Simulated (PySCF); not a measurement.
# C3H10NO3Ta (Ta(NH)(OMe)3): the cost of one run

Programs: PySCF 2.14.0, with routines of our own; each step states its level. All values are computed. Atoms count from 0.

## 1. The system as given

18 atoms, charge 0, multiplicity 1; geometry from: GFN2-xTB.

## 2. Optimising the geometry at PBE0-D3(BJ)/def2-SVP

The job: settings as JSON, then the geometry in Å.

```
{"job": {"xc": "PBE0", "basis": "def2-SVP", "d3": "d3bj", "grid": 1, "maxiter": 30, "shake": 0.03, "kind": "geom"}, "charge": 0, "multiplicity": 1}
Ta     0.079990    -0.070860     0.089440
N      0.010850    -0.041740     1.862840
H     -0.007420    -0.056990     2.851790
O      1.659150    -0.803860    -0.608630
C      2.750370    -1.504200    -0.449730
H      2.901560    -1.699930     0.637760
H      3.623760    -0.873430    -0.771800
H      2.798620    -2.406570    -1.003370
O     -0.069040     1.797630    -0.462500
C     -0.145530     3.131470    -0.210580
H     -0.129790     3.299780     0.870430
H     -1.056310     3.556910    -0.615770
H      0.618280     3.697180    -0.738980
O     -1.540170    -0.910600    -0.529080
C     -2.655800    -1.674010    -0.272960
H     -2.822240    -1.636040     0.831630
H     -2.538840    -2.633960    -0.658940
H     -3.533770    -1.153860    -0.743810
```

Command:

```console
OMP_NUM_THREADS=1 python heavy_run.py task.json out
```

This one command runs all jobs of the session in turn.

Q: Estimate the wall time and peak memory of this first job on 1 thread of AMD EPYC 9R14, shared host.

About 3.5 min, with a peak of 0.75 GiB.
